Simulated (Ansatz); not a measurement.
# BGeP (triplet): from Hartree-Fock to the top rungs, cc-pVTZ

The task here is to estimate one member of a computed series from the others.

Computed with Ansatz 0.2.0, Gaussian basis. Level: cc-pVTZ, core rule «outside noble gas», up to 20 orbitals frozen.

Plan: UHF; CCSD(T) on ROHF; CCSD(T) on UHF; BCCD(T) on ROHF; CCSDT(Q) on ROHF; CCSDT(Q) on UHF; CASSCF and NEVPT2, 12 electrons in 12 orbitals.

4 further runs of the same task are left out: 4 set aside as unsound or not needed.

## The geometry

The geometry is a PBE0/def2-TZVP stationary point (not a proven minimum). No spin-orbit coupling is included. The filled d shell of Ge may be among the frozen orbitals whatever the setting's name suggests; the logs give the count.

3 atoms, charge 0, spin multiplicity 3.

Atoms are counted from 1 here; the program's logs count them from 0.

Bond lengths: B1–Ge2 2.182 Å, B1–P3 1.788 Å, Ge2–P3 2.237 Å. Angles: Ge2–B1–P3 67.8°, B1–Ge2–P3 47.7°, B1–P3–Ge2 64.5°.

The first run:

File in.yaml:

```yaml
crystal:
  periodic: [false, false, false]
  atoms:
    - {symbol: B, position_ang: [0.000000, -1.356815, -0.905184]}
    - {symbol: Ge, position_ang: [0.000000, 0.055950, 0.757740]}
    - {symbol: P, position_ang: [0.000000, 0.342363, -1.461116]}
basis:
  gaussian: {orbitals: cc-pVTZ}
magnetization: {spin_polarized: true, initial_magnetization: 2}
hamiltonian: {xc: hf}
output: {orbitals: {seedname: orbitals}}
```

Started as:

```bash
ansatz run in.yaml --threads 1 --pin off --events-out ev --progress --plain --max-ram 4096MiB --backend cpu
```

Among the steps run: UHF; CCSD(T) on ROHF; CCSD(T) on UHF; BCCD(T) on ROHF; CCSDT(Q) on ROHF; CCSDT(Q) on UHF; CASSCF and NEVPT2, 12 electrons in 12 orbitals.

One of the session's tables, all rows but one given; the rest of the session is left out.

It belongs to the step «Misses and costs». 

```
        method  from RCCSDT(Q) (kJ/mol)
          ROHF                   +914.7
           UHF                   +892.9
          RMP2                        ?
          UMP2                   +137.8
         RCCSD                    +71.0
         UCCSD                    +70.0
      RCCSD(T)                     +8.3
      UCCSD(T)                     +9.0
       BCCD(T)                     +7.8
        RCCSDT                     +5.7
        UCCSDT                     +5.4
     RCCSDT(Q)                        0
     UCCSDT(Q)                     -0.7
CASSCF valence                   +607.9
NEVPT2 valence                   +126.9
```

Q: Estimate the row for RMP2 from the others.

The run gave: from RCCSDT(Q) (kJ/mol): +126.2. In the column «from RCCSDT(Q) (kJ/mol)» it lies between RCCSD (+71.0) and NEVPT2 valence (+126.9).

With the free atoms at the same levels and basis (separate runs), the atomisation energy is 6.796 eV at RCCSDT(Q), 6.760 eV at RCCSD(T), 6.740 eV at UCCSD(T), 4.039 eV at ROHF.

Caveats from the session: Restricted and unrestricted rows rest on different reference determinants; where their highest levels disagree by more than a few hundredths of an eV, they describe different states and don't form one ladder.
